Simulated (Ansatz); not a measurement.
The system is Hf2Pd2Se2Br2O3.

```xyz
11
Lattice="7.5867 -1.7097 -1.1758 7.5867 1.7097 -1.1758 -2.0245 0.0000 13.0516" Properties=species:S:1:pos:R:3 pbc="T T T"
Hf   14.2165    0.0000   -1.4206
Hf    8.6262    0.0000    2.2691
Pd    1.6873    0.0000    6.2302
Pd    3.3945    0.0000    8.9390
Se   12.2827    0.0000    8.8683
Se   10.7952    0.0000    5.8168
Br    8.8069    0.0000   -0.7891
Br    3.1532    0.0000    3.1608
O     8.2058    0.0000    4.0943
O     5.7021    0.0000    0.0464
O     0.0207    0.0000    2.8206
```

The cell was built by a generator and needn't be a form met in nature.

```yaml
Program: Ansatz 0.2.0
Task: relaxation of cell and atoms
Functional: RPBE
Potentials_or_basis: Ansatz PAW
Cutoff: "420 eV (not typed: the program's choice for these potentials)"
k_mesh: 6 × 6 × 2
Occupations: fermi-dirac, width 0.05 eV
Spin: no spin polarisation
```

At the start: volume 30.04 Å³/atom.

Question: Where does the relaxation end?

Answer: It ends after 19 steps and the volume is 31.82 Å³/atom (+5.9 %); space group Cm (No. 8, to 0.05 Å).

Step by step:
```
step  energy change (eV)  largest force (eV/Å)  volume (Å³)
   1              0.0000                0.2365       330.44
   2             -0.0290                0.2831       341.24
   3             -0.0445                0.1582       341.06
   4             -0.0479                0.1460       343.41
   5             -0.0479                0.1137       347.11
   6             -0.0495                0.0483       346.55
   7             -0.0498                0.0126       346.44
   8             -0.0499                0.0152       346.47
   9             -0.0506                0.0094       345.73
  10             -0.0511                0.0049       345.16
  11             -0.0652                0.0116       345.16
  12             -0.0657                0.0126       345.54
  13             -0.0656                0.0168       346.27
  14             -0.0652                0.0355       347.44
  15             -0.0644                0.0140       349.33
  16             -0.0643                0.0137       349.40
  17             -0.0641                0.0102       349.95
  18             -0.0640                0.0047       350.05
  19             -0.0684                0.0046       350.05
```

Final structure:
```
Hf Pd Se Br O
1.0
     7.60351   -1.72460   -1.38001
     7.60351    1.72460   -1.38001
    -2.27060    0.00000   13.75960
Hf Pd Se Br O
2 2 2 2 3
Direct
  0.94524 0.94524 0.05811
  0.60621 0.60621 0.27773
  0.17852 0.17852 0.51093
  0.32014 0.32014 0.75016
  0.92055 0.92055 0.85041
  0.78624 0.78624 0.59759
  0.58854 0.58854 0.04900
  0.24894 0.24894 0.29363
  0.60141 0.60141 0.40970
  0.38528 0.38528 0.06606
  0.03062 0.03062 0.21526
```

Caveat: the plane-wave basis is chosen anew once the cell has moved, so the energies of steps on either side of that aren't comparable; the PAW data sets come from PBE, with cores solved anew for the run's functional, which leaves a small shift of forces and pressure.
